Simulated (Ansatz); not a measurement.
# HgSbS: the cost of one run

Method: DFT PBE, scalar-relativistic, plane waves, PAW, in Ansatz 0.2.0.

**1. The system as given**

Symmetry: P6_3/mmc, No. 194, hexagonal system. The conventional cell has a = 4.773 Å, b = 4.773 Å, c = 8.191 Å, α = 90.00°, β = 90.00°, γ = 120.00°. Hg (site symmetry -6m2) is surrounded by 3 Sb at 2.76 Å and 6 S at 3.43 Å. Around Sb (site symmetry -6m2) lie 3 Hg at 2.76 Å and 6 S at 3.43 Å. S (site symmetry -3m) has 6 Hg at 3.43 Å and 6 Sb at 3.43 Å as nearest neighbours.

Coordinates:

```
CELL_PARAMETERS angstrom
4.77281 0.00000 0.00000
-2.38640 4.13337 0.00000
0.00000 0.00000 8.19074
ATOMIC_POSITIONS crystal
Hg 0.33333 0.66667 0.25000
Hg 0.66667 0.33333 0.75000
Sb 0.33333 0.66667 0.75000
Sb 0.66667 0.33333 0.25000
S 0.00000 0.00000 0.00000
S 0.00000 0.00000 0.50000
```

A structure generator made this guess: species swapped into a database cell of CeCuSn (P6_3/mmc, No. 194), with S on the Ce sites, Hg on the Cu sites and Sb on the Sn sites. The dimensions are guesses.

**2. The guess as it stands, on a coarse mesh**

Contents of input.yaml:

```yaml
crystal:
  lattice:
    - [4.77280771, 0.0, 0.0]
    - [-2.38640386, 4.13337273, 0.0]
    - [0.0, 0.0, 8.19073674]
  atoms:
    - { symbol: Hg, position: [0.33333333, 0.66666667, 0.25] }
    - { symbol: Hg, position: [0.66666667, 0.33333333, 0.75] }
    - { symbol: Sb, position: [0.33333333, 0.66666667, 0.75] }
    - { symbol: Sb, position: [0.66666667, 0.33333333, 0.25] }
    - { symbol: S, position: [0.0, 0.0, 0.0] }
    - { symbol: S, position: [0.0, 0.0, 0.5] }
basis:
  ecutwfc: 420
kpoints:
  mp_grid: { grid: [6, 6, 2] }
hamiltonian:
  xc: pbe
scf:
  occupations: { method: gaussian, width: 0.1 }
  lower_state_search: "off"
output:
  forces: true
  stress: true
  eigenvalues: true
```

Run with:

```bash
$ ansatz run input.yaml --threads 1 --pin off --max-ram 2560MiB --backend cpu --events-out ev --progress --plain --runs-dir out
```

**Question.** How long does this run take on 1 thread of Arm Neoverse V2, shared host, and how much memory does it need?

About 5.2 s, with a peak of 0.43 GiB.
